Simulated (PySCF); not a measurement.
# C6H6ClP: the cost of one run

Computed with PySCF 2.14.0 and routines of our own; the level stands in each step. Atoms count from 0.

## (1) The system as given

14 atoms, charge 0, multiplicity 1; geometry from: GFN2-xTB.

## (2) Magnetic properties: GIAO HF/pcSseg-1

What the job is given:

```
{"job": {"kind": "mag", "xc": "HF", "basis": "pcSseg-1", "isotopologues": 2}, "charge": 0, "multiplicity": 1}
C     -2.328077    -0.333056     0.084515
C     -0.828774    -0.297229     0.002428
C     -0.188101     0.919499     0.143878
C      1.186918     1.077642     0.087860
Cl     1.835652     2.673585     0.285440
C      2.072264     0.030588    -0.117168
C      1.645975    -1.268080    -0.283625
P     -0.000196    -1.811713    -0.268325
H     -2.767791     0.296723    -0.688461
H     -2.666296     0.041509     1.050308
H     -2.697122    -1.348624    -0.042980
H     -0.794048     1.801156     0.308706
H      3.130578     0.248905    -0.145429
H      2.398340    -2.031378    -0.439315
```

With the program's defaults for keys left out, this is: GIAO HF/pcSseg-1 magnetisability, rotational g tensor and spin-rotation constants, non-relativistic, gas phase.

The run is started by

```bash
> OMP_NUM_THREADS=1 python excited_run.py task.json out
```

One launch serves the whole session: the jobs run in the order shown.

Q: Estimate the wall time and peak memory of this first job on 1 thread of Arm Neoverse N1, shared host.

About 28 s, with a peak of 0.83 GiB.
